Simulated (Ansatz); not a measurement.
C₃H₈Se, SMILES CC[Se]C, an atomisation energy

Computed with the Ansatz DFT code, driven from Python.

The script, `c3h8se_tae.py`:
```python
"""Energy to split C3H8Se into its atoms."""

from collections import Counter

import ansatz


def energy(molecule, charge=0, unpaired=0):
    calc = (
        molecule.calculation()
        .basis(gaussian="6-31G*")
        .functional("r2scan0")
        .accuracy("medium")  # preset for grids and thresholds
        .scf(lower_state_search="off")
    )
    if charge:
        calc = calc.charge(charge)
    if unpaired:
        calc = calc.spin("collinear", total=unpaired)
    return calc.run(threads=1, backend="cpu").report["free_energy_ev"]

geometry_ang = [
    ("C", [0.6173, 1.7014, -0.8069]),
    ("C", [0.3472, 0.5101, 0.0426]),
    ("Se", [-0.9809, -0.6713, -0.8152]),
    ("C", [-0.7487, -1.9567, 0.6442]),
    ("H", [0.9569, 1.4429, -1.8347]),
    ("H", [-0.3871, 2.3136, -0.945]),
    ("H", [1.3356, 2.4184, -0.3282]),
    ("H", [1.3529, -0.0079, 0.1628]),
    ("H", [-0.0217, 0.8386, 1.0838]),
    ("H", [-1.1225, -1.4913, 1.6277]),
    ("H", [0.2086, -2.341, 0.7509]),
    ("H", [-1.4806, -2.8119, 0.4519]),
]
molecule = ansatz.Crystal.molecule()
for symbol, xyz in geometry_ang:
    molecule = molecule.atom(symbol, xyz)

# unpaired electrons of the ground-state atoms
unpaired = {"C": 2, "Se": 2, "H": 1}
counts = Counter(site.symbol for site in molecule.cartesian_sites)
atom_energy = {s: energy(ansatz.Crystal.molecule().atom(s, (0, 0, 0)), 0, unpaired[s]) for s in counts}
whole = energy(molecule, 0, 0)
for s, e in atom_energy.items():
    print(f"{s:2s} x{counts[s]}  {e:14.5f} eV")
print(f"C3H8Se: {whole:.5f} eV")
split = sum(counts[s] * e for s, e in atom_energy.items()) - whole
print(f"atomisation energy (no zero-point term): {split:.3f} eV, {split / sum(counts.values()):.3f} eV an atom")
```

Output of `python c3h8se_tae.py`:
```text
C  x3     -1029.18038 eV
Se x1    -65339.30596 eV
H  x8       -13.55743 eV
C3H8Se: -68579.64352 eV
atomisation energy (no zero-point term): 44.337 eV, 3.695 eV an atom
```

44.337 eV from the electronic energies, without the zero-point term.

Notes:
- The settings weren't tested for convergence.
- The geometry is a force-field or estimated start, not a minimum of this method, and the basis set is short of its limit. All parts are taken at fixed geometry, without zero-point energy.
- The spin-orbit lowering of heavy atoms is left out.
- Run time: 6.8 s on 1 thread of Arm Neoverse V1, with other jobs on the host, peak memory 0.23 GiB.

(Lines on the test bed's own set-up are left out of the output.)
